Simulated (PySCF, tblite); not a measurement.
# C₄H₉SSi radical: geometry, infrared bands and EPR parameters

What infrared bands and EPR parameters should C₄H₉SSi radical (`CC(=S)[Si](C)C`) show?

Computed with tblite 0.8.0 and PySCF 2.14.0, with density-fitted response routines of our own, on a single molecule in the gas phase. Atoms are numbered from 0 throughout.

### Step 1. The molecule as given

15 atoms, charge 0, multiplicity 2; geometry from: force field or distance geometry start.

Bonds of the start (Å): C0–C1 1.50, C1–S2 1.44, C1–Si3 1.82, Si3–C4 1.84, Si3–C5 1.84, C0–H6 1.11, C0–H7 1.12, C0–H8 1.13, C4–H9 1.12, C4–H10 1.12, C4–H11 1.12, C5–H12 1.13, C5–H13 1.11, C5–H14 1.12.

### Step 2. Geometry optimisation with GFN2-xTB

The job: settings as JSON, then the geometry in Å.

```
{"job": {"kind": "relax", "xc": "GFN2-xTB", "basis": "xTB"}, "charge": 0, "multiplicity": 2}
C      2.444800    -0.060100    -0.117000
C      1.132000    -0.307300    -0.795500
S      1.149300    -0.742200    -2.165800
Si    -0.440800    -0.088800     0.091800
C     -1.709300    -1.370300    -0.285600
C     -1.104100     1.626800     0.117100
H      3.164200    -0.882000    -0.292400
H      2.927600     0.884100    -0.490800
H      2.333800    -0.003700     1.003600
H     -2.645100    -0.966400    -0.745300
H     -1.315300    -2.129200    -1.009900
H     -2.028700    -1.877700     0.665500
H     -2.115300     1.570700     0.627200
H     -1.302900     2.046000    -0.888600
H     -0.494600     2.308100     0.758300
```

The run is started by

```console
OMP_NUM_THREADS=1 python probes_run.py task.json out
```

This one command runs all jobs of the session in turn.

**Question.** This job is followed by: GFN2-xTB harmonic vibrations, gas phase; UKS B3LYP, pcH-1 on C H S Si, non-relativistic, mean-field spin-orbit, GIAO. What will the session give for the following? strongest single infrared mode (GFN2-xTB); zero-point energy (GFN2-xTB); g(iso) (B3LYP); ⟨S²⟩; largest a(iso) (averaged by class); potential on the surface of density 0.002 e/bohr³, 1st and 99th percentile; property runs in this session.

**Answer**, as computed:

| quantity | value |
| --- | --- |
| strongest single infrared mode (GFN2-xTB) | 852 cm⁻¹, 132 km/mol |
| zero-point energy (GFN2-xTB) | 73.2 kcal/mol |
| g(iso) (B3LYP) | 2.01721 |
| ⟨S²⟩ | 0.762 (exact 0.75) |
| largest a(iso) (averaged by class) | 29Si on Si3, -94.5 MHz |
| potential on the surface of density 0.002 e/bohr³, 1st and 99th percentile | -1.36 V and 1.25 V |
| property runs in this session | 1, of which 0 failed and 1 gave unsound results |

What this shows: Over 125 steps the energy fell by 2.057 eV; of the close pairs, C1–S2 changed most, 1.438 to 1.689 Å. No mode is imaginary among the 39: a minimum at this level. The strongest single mode, at 852 cm⁻¹, is spread over several atoms, H10, H14, C1 among them. Unscaled tight-binding wavenumbers are off by several per cent, some by more. Its intensities can rank the bands wrongly. The largest spin populations lie on Si3 (0.59 e), S2 (0.48 e). The isotropic g lies 14.9 ppt above the free-electron value. These values are not to be trusted: the run shows nearly degenerate orbitals, where second-order g theory doesn't apply. These values are for one conformer; the search (at its own cheap level) found 1 more, at 0.09 kcal/mol, and measured spectra average over such forms.
